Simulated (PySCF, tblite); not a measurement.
**C₇H₁₃NOSi: geometry, infrared bands and NMR shifts**

What infrared bands and NMR shifts should C₇H₁₃NOSi (`CC#C[Si@H](O)N1CCCC1`) show?

Programs: tblite 0.8.0 and PySCF 2.14.0, with density-fitted response routines of our own. Each step states its level of theory. These are calculated values for one molecule in the gas phase, unless marked as measured. Atoms are numbered from 0 throughout.

### Step 1. Starting geometry

23 atoms, charge 0, multiplicity 1; geometry from: force field or distance geometry start.

Bonds of the start (Å): C0–C1 1.48, C1–C2 1.22, C2–Si3 1.82, Si3–O4 1.76, Si3–N5 1.77, N5–C6 1.44, C6–C7 1.52, C7–C8 1.51, C8–C9 1.49, C9–N5 1.47, C0–H10 1.11, C0–H11 1.09, C0–H12 1.13, Si3–H13 1.45, O4–H14 1.00, C6–H15 1.07, C6–H16 1.12, C7–H17 1.09, C7–H18 1.12, C8–H19 1.12, C8–H20 1.12, C9–H21 1.09, C9–H22 1.14.

### Step 2. Optimising the geometry with GFN2-xTB

What the job is given:

```
{"job": {"kind": "relax", "xc": "GFN2-xTB", "basis": "xTB"}, "charge": 0, "multiplicity": 1}
C      4.347000    -0.523500    -1.271200
C      3.062300    -0.256300    -0.585600
C      2.026500    -0.055200     0.021400
Si     0.468100     0.280500     0.907300
O      0.595200    -0.250500     2.575400
N     -0.810200    -0.714600     0.194800
C     -1.215200    -0.321800    -1.127300
C     -1.926000     0.986500    -0.823000
C     -2.784700     0.580700     0.355700
C     -2.000000    -0.491100     1.036700
H      4.568800     0.330000    -1.944700
H      4.299200    -1.498200    -1.756700
H      5.185200    -0.516700    -0.518800
H      0.182200     1.706500     0.948800
H      1.185700    -1.054100     2.504100
H     -0.429100    -0.245000    -1.855900
H     -2.029900    -1.027000    -1.426300
H     -1.162600     1.730800    -0.586500
H     -2.568700     1.300600    -1.681100
H     -3.746200     0.151000    -0.015600
H     -3.030600     1.442700     1.033200
H     -2.579100    -1.401000     1.195600
H     -1.642700    -0.127300     2.056200
```

Started as:

```
$ OMP_NUM_THREADS=1 python probes_run.py task.json out
```

The driver reads the jobs from task.json and runs them one after another.

**Question.** This job is followed by: GFN2-xTB harmonic vibrations, gas phase; GIAO PBE0/pcSseg-1 NMR shielding, non-relativistic, gas phase. What will the session give for the following? strongest single infrared mode (GFN2-xTB); zero-point energy (GFN2-xTB); 13C shifts against TMS (PBE0/pcSseg-1, means over atoms taken as alike); 1H shifts against TMS (PBE0/pcSseg-1, means over atoms taken as alike); 29Si shifts against TMS (PBE0/pcSseg-1); 17O shifts against H2O (PBE0/pcSseg-1); 15N shifts against NH3 (PBE0/pcSseg-1).

As calculated:

| quantity | value |
| --- | --- |
| strongest single infrared mode (GFN2-xTB) | 828 cm⁻¹, 331 km/mol |
| zero-point energy (GFN2-xTB) | 116.9 kcal/mol |
| 13C shifts against TMS (PBE0/pcSseg-1, means over atoms taken as alike) | 107.8, 88.4, 49.8, 27.5, 5.6 ppm |
| 1H shifts against TMS (PBE0/pcSseg-1, means over atoms taken as alike) | 4.74, 3.15, 3.14, 2.04, 1.59, 1.57, 1.54 ppm |
| 29Si shifts against TMS (PBE0/pcSseg-1) | -51.1 ppm |
| 17O shifts against H2O (PBE0/pcSseg-1) | 46.4 ppm |
| 15N shifts against NH3 (PBE0/pcSseg-1) | 72.7 ppm |

Relaxing lowered the energy by 1.027 eV in 100 steps; the close pair that moved most is Si3–O4, from 1.755 to 1.629 Å. The lowest mode is slightly imaginary (10i cm⁻¹), a soft motion within the noise of the Hessian, so the minimum is not strictly shown. The strongest single mode, at 828 cm⁻¹, moves mainly H14. GFN2-xTB is a fitted tight-binding method: band positions and strengths are rough. Its intensities can rank the bands wrongly. At PBE0/pcSseg-1: The largest span, 285 ppm, is at C1, where the paramagnetic term is -197 ppm.
